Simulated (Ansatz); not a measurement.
# CH7GaO: the cost of one run

Method: RKS r2SCAN-D4/def2-SVP, in Ansatz 0.2.0.

1 further run of the same task is left out (it didn't finish).

## 1. The structure to begin with

Bond lengths: Ga1–H3 1.563 Å, Ga1–H4 1.563 Å, Ga1–O6 2.193 Å, O6–C7 1.406 Å, C7–H8 1.094 Å, C7–H9 1.094 Å, C7–H10 1.092 Å. Angles: H3–Ga1–H4 123.3°, H3–Ga1–O6 114.3°, H4–Ga1–O6 115.8°, Ga1–O6–C7 154.7°, O6–C7–H8 110.5°, O6–C7–H9 109.0°, O6–C7–H10 110.1°, H8–C7–H9 109.2°, H8–C7–H10 109.3°, H9–C7–H10 108.7°.

Coordinates:

```xyz
10

Ga    0.0597   -1.8384   -0.1312
H     1.7913   -0.8596   -0.4739
H    -0.5820   -2.3923   -1.4447
H     0.0470   -2.6162    1.2244
H     1.2264   -0.0784   -0.2805
O     0.0552    0.3489    0.0222
C    -0.5349    1.6076    0.2338
H    -0.4748    1.8861    1.2902
H    -0.0055    2.3536   -0.3655
H    -1.5824    1.5886   -0.0748
```

## 2. A restrained relaxation towards end A

Springs on the bonds that form and break draw the guess towards this end; the thresholds are loose.

input.yaml reads:

```yaml
crystal:
  periodic: [false, false, false]
  atoms:
    - { symbol: Ga, position_ang: [0.0597, -1.8384, -0.1312] }
    - { symbol: H, position_ang: [1.7913, -0.8596, -0.4739] }
    - { symbol: H, position_ang: [-0.582, -2.3923, -1.4447] }
    - { symbol: H, position_ang: [0.047, -2.6162, 1.2244] }
    - { symbol: H, position_ang: [1.2264, -0.0784, -0.2805] }
    - { symbol: O, position_ang: [0.0552, 0.3489, 0.0222] }
    - { symbol: C, position_ang: [-0.5349, 1.6076, 0.2338] }
    - { symbol: H, position_ang: [-0.4748, 1.8861, 1.2902] }
    - { symbol: H, position_ang: [-0.0055, 2.3536, -0.3655] }
    - { symbol: H, position_ang: [-1.5824, 1.5886, -0.0748] }
basis:
  gaussian: { orbitals: def2-SVP }
hamiltonian:
  xc: r2scan
  dispersion: d4
relax:
  f_tol: 0.15
  max_steps: 25
  restrain:
    - { distance: [0, 5], at: 3.18, k: 30.0 }
    - { distance: [4, 1], at: 1.92, k: 30.0 }
    - { distance: [0, 1], at: 1.53, k: 30.0 }
    - { distance: [4, 5], at: 0.97, k: 30.0 }
```

Run with:

```console
$ ansatz run input.yaml --threads 2 --pin off --max-ram 3072MiB --backend cpu --events-out ev --progress --plain --runs-dir out
```

**Question.** How long does this run take on 2 threads of Arm Neoverse V2, shared host, and how much memory does it need?

About 38 s, with a peak of 0.15 GiB.
